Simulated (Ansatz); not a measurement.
**C2H2BFO2: single point from an input written key by key**

Wanted for C2H2BFO2: a single point from an input written key by key.

Program: Ansatz 0.2.0, driven from Python. Level of theory: B3LYP/def2-SVP. These are calculated values, not measurements.

### Step 1. Starting point

Bond lengths: O1–B2 1.509 Å, B2–F3 1.432 Å, B2–C4 1.480 Å, C4–C5 1.422 Å, C4–O6 1.446 Å, C5–O6 1.400 Å, O1–H7 1.023 Å, C5–H8 1.049 Å. Angles: O1–B2–F3 120.3°, O1–B2–C4 120.2°, F3–B2–C4 119.5°, B2–O1–H7 100.7°, B2–C4–C5 151.8°, B2–C4–O6 149.8°, C5–C4–O6 58.4°, C4–C5–O6 61.6°, C4–C5–H8 146.6°, O6–C5–H8 151.7°, C4–O6–C5 59.9°.

No structure file is read: the coordinates are typed or built in the script.

### Step 2. The code

File c2h2bfo2.py:

```python
# -*- coding: utf-8 -*-
import ansatz as az
import numpy as np

deck = {
    'crystal': {
        'periodic': [False, False, False],
        'atoms': [
            {'symbol': 'O', 'position_ang': [1.9429, -0.2673, -0.3114]},
            {'symbol': 'B', 'position_ang': [0.852, 0.4137, 0.479]},
            {'symbol': 'F', 'position_ang': [1.181, 1.4098, 1.4532]},
            {'symbol': 'C', 'position_ang': [-0.5629, 0.0298, 0.2799]},
            {'symbol': 'C', 'position_ang': [-1.5753, -0.7296, -0.368]},
            {'symbol': 'O', 'position_ang': [-1.9588, 0.1802, 0.6246]},
            {'symbol': 'H', 'position_ang': [2.0118, 0.3581, -1.1183]},
            {'symbol': 'H', 'position_ang': [-1.7985, -1.4519, -1.0948]},
        ],
    },
    'basis': {'gaussian': {'orbitals': 'def2-SVP'}},
    'hamiltonian': {'xc': 'b3lyp'},
    'output': {'forces': True},
}
session = az.Session.from_dict(deck)
rep = session.plan(threads=1).execute().report

for key in ('converged', 'free_energy_ev', 'reference_energy_ev', 'n_frozen', 'n_occupied', 'n_virtual'):
    print(f'{key:22s} {rep[key]}')
symbols = ['O', 'B', 'F', 'C', 'C', 'O', 'H', 'H']
field = rep['mean_field']
print('<S^2> =', round(abs(field['state']['spin_squared']), 4), ' all-electron relativity setting:', field['relativity'])
print('passes:', field['passes'])
if 'symmetry' in field:
    print('occupied orbitals by irrep:', field['symmetry']['occupied'])

forces = np.array(rep['forces_ev_ang'])
print('largest force', round(float(np.linalg.norm(forces, axis=1).max()), 4), 'eV/A, rms', round(float(np.sqrt((forces ** 2).mean())), 4))
charges = rep['charge_distribution']
print('dipole moment', round(4.803205 * float(np.linalg.norm(charges['dipole_moment_e_ang'])), 3), 'D')
print('Mulliken:', [(s, round(q, 3)) for s, q in zip(symbols, charges['mulliken_charges_e'])])
```

### Step 3. Running it

Command:

```bash
> python c2h2bfo2.py
```

Q: Predict the main results. Wanted: total energy; largest force; dipole moment.

**Answer**, as computed:

```
     quantity          value
 total energy  -9583.9435 eV
largest force     9.090 eV/Å
dipole moment         4.26 D
```

In words: Forces reach 9.09 eV/Å, so the atoms aren't at rest. Caveats:
- The geometry is a force-field or estimated start, not a minimum of this method, and the basis set is short of its limit.
- b3lyp holds the VWN-RPA fit, as in Gaussian; the form of ORCA and Turbomole is b3lyp5.
